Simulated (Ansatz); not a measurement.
# F2GeH4OSi: up Jacob's ladder to CCSD(T)

One table from this session's results is given with a row withheld; the runs are named, their logs left out.

Method: functionals in def2-TZVPP, the program's frozen cores in correlated methods; program: Ansatz 0.2.0, Gaussian basis.

Plan: LDA (SPW92), PBE-D4, revPBE-D4, BLYP-D4, r2SCAN-D4, B97M-V, PBE0-D4, B3LYP-D4, r2SCANh-D4, r2SCAN0-D4, HSE06-D4, BHLYP-D4, CAM-B3LYP-D4, LC-ωPBE, ωB97X-V, ωB97M-V, B2PLYP, PBE-QIDH; CCSD(T)/def2-SVP; CCSD(T)/def2-TZVPP; MP2/def2-QZVPP; extrapolation to the limit; RPA on PBE.

2 further runs of the same task are left out: 2 that didn't finish.

### The geometry

The geometry comes from an earlier relaxation with PBE0-D4 in a triple-zeta def2 set; it is a stationary point, not always the lowest conformer.

SMILES `[F][GeH]([F])[O][SiH3]`, 9 atoms, charge 0, spin multiplicity 1.

Atoms are counted from 1 here; the program's logs count them from 0.

Bond lengths: F1–Ge2 1.717 Å, Ge2–F3 1.718 Å, Ge2–O4 1.730 Å, Ge2–H6 1.517 Å, O4–Si5 1.652 Å, Si5–H7 1.485 Å, Si5–H8 1.483 Å, Si5–H9 1.483 Å. Angles: F1–Ge2–F3 104.7°, F1–Ge2–O4 108.4°, F1–Ge2–H6 111.1°, F3–Ge2–O4 108.3°, F3–Ge2–H6 111.3°, O4–Ge2–H6 112.7°, Ge2–O4–Si5 137.1°, O4–Si5–H7 110.5°, O4–Si5–H8 107.9°, O4–Si5–H9 108.9°, H7–Si5–H8 110.0°, H7–Si5–H9 109.7°, H8–Si5–H9 109.8°.

The first run:

Input file in.yaml:

```yaml
crystal:
  periodic: [false, false, false]
  atoms:
    - {symbol: F, position_ang: [1.781724, -1.296709, -1.079123]}
    - {symbol: Ge, position_ang: [1.497939, -0.386371, 0.349209]}
    - {symbol: F, position_ang: [2.068375, 1.191904, -0.019415]}
    - {symbol: O, position_ang: [-0.209627, -0.300153, 0.610195]}
    - {symbol: Si, position_ang: [-1.527291, 0.301746, -0.184112]}
    - {symbol: H, position_ang: [2.241763, -0.978120, 1.531401]}
    - {symbol: H, position_ang: [-1.172480, 0.663432, -1.579573]}
    - {symbol: H, position_ang: [-2.577051, -0.745071, -0.182214]}
    - {symbol: H, position_ang: [-2.014752, 1.503042, 0.536532]}
basis:
  gaussian: {orbitals: def2-TZVPP}
hamiltonian: {xc: lda}
output: {orbitals: {seedname: orbitals}}
```

Steps of the session up to this table: LDA; PBE-D4 (GGA); revPBE-D4 (GGA); BLYP-D4 (GGA); r2SCAN-D4 (meta-GGA); B97M-V (meta-GGA); PBE0-D4 (hybrid); B3LYP-D4 (hybrid); r2SCANh-D4 (hybrid); r2SCAN0-D4 (hybrid); HSE06-D4 (hybrid); BHLYP-D4 (hybrid); CAM-B3LYP-D4 (range-separated); LC-ωPBE-D4 (range-separated; the results give it without D4); ωB97X-V (range-separated); ωB97M-V (range-separated); B2PLYP (double hybrid); PBE-QIDH (double hybrid).

One table of the session follows, with a row left open; its other results are not shown here.

It belongs to the step «Frontier levels by functional». 

| functional | HOMO (eV) | gap (eV) |
| --- | --- | --- |
| LDA (SPW92) | -7.87 | 6.10 |
| PBE-D4 | -7.78 | 6.31 |
| revPBE-D4 | -7.74 | 6.40 |
| BLYP-D4 | -7.70 | 6.28 |
| r2SCAN-D4 | -8.16 | 7.08 |
| B97M-V | -8.25 | 6.96 |
| PBE0-D4 | -9.25 | 8.77 |
| B3LYP-D4 | ? | ? |
| r2SCANh-D4 | -8.69 | 7.96 |
| r2SCAN0-D4 | -9.50 | 9.26 |
| HSE06-D4 | -8.84 | 7.99 |
| BHLYP-D4 | -10.65 | 11.12 |
| CAM-B3LYP-D4 | -10.69 | 11.20 |
| LC-ωPBE | -12.05 | 13.86 |
| ωB97X-V | -11.71 | 13.35 |
| ωB97M-V | -11.55 | 12.90 |

Estimate the missing values for B3LYP-D4.

Worked estimate for «HOMO (eV)». Against the share of exact exchange, BLYP-D4 (0, -7.70), BHLYP-D4 (0.5, -10.65) give a slope of -5.90 per unit share; at 0.2 the line stands at -8.88.

**Answer.** HOMO (eV): -9.04; gap (eV): 8.25. In «HOMO (eV)» the line misses by +0.16.
